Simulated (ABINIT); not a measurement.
Ti3S2:

```xyz
5
Lattice="2.7131 1.5664 3.2376 -2.7131 1.5664 3.2376 0.0000 -3.1328 3.2376" Properties=species:S:1:pos:R:3 pbc="T T T"
Ti   -0.9107   -1.5555    3.2376
Ti    1.8024   -0.0109    3.2376
Ti   -0.8918    1.5664    3.2376
S     0.0000    0.0000    1.6302
S     0.0000    0.0000    8.0827
```

The cell comes from a database or a generator and needn't be the stable form of this composition.

```yaml
Program: ABINIT 10.8.3 (patched build)
Task: relaxation of cell and atoms
Functional: LDA
Potentials_or_basis: JTH PAW LDA v2.0
Cutoff: 544 eV
k_mesh: 6 × 6 × 6
Occupations: fermi-dirac, width 0.05 eV
Spin: no spin polarisation
```

At the start: pressure -7.4 GPa; volume 16.51 Å³/atom.

Where does the relaxation end?

Over 9 steps the energy falls by 22.2 meV/atom and the volume is 15.58 Å³/atom (-5.6 %); space group R32 (No. 155, to 0.05 Å).

Step by step:
```csv
step,energy change (eV),largest force (eV/Å),pressure (GPa),volume (Å³)
1,0.0000,0.0864,-7.43,82.56
2,-0.0711,0.0386,-4.63,80.69
3,-0.1101,0.0698,0.38,77.86
4,-0.1105,0.0530,-0.03,78.07
5,-0.1106,0.0419,-0.09,78.09
6,-0.1109,0.0360,-0.10,78.06
7,-0.1110,0.0404,-0.05,78.01
8,-0.1111,0.0369,0.04,77.95
9,-0.1111,0.0244,0.08,77.92
```

Final structure:
```cif
data_structure
_symmetry_space_group_name_H-M 'P 1'
_symmetry_Int_Tables_number 1
_cell_length_a 4.4199
_cell_length_b 4.4199
_cell_length_c 4.4199
_cell_angle_alpha 74.017
_cell_angle_beta 74.017
_cell_angle_gamma 74.017
_cell_volume 77.92
loop_
_atom_site_label
_atom_site_type_symbol
_atom_site_fract_x
_atom_site_fract_y
_atom_site_fract_z
_atom_site_occupancy
Ti1 Ti 0.00000 0.33668 0.66332 1
Ti2 Ti 0.66332 0.00000 0.33668 1
Ti3 Ti 0.33668 0.66332 0.00000 1
S1 S 0.16768 0.16768 0.16768 1
S2 S 0.83232 0.83232 0.83232 1
```
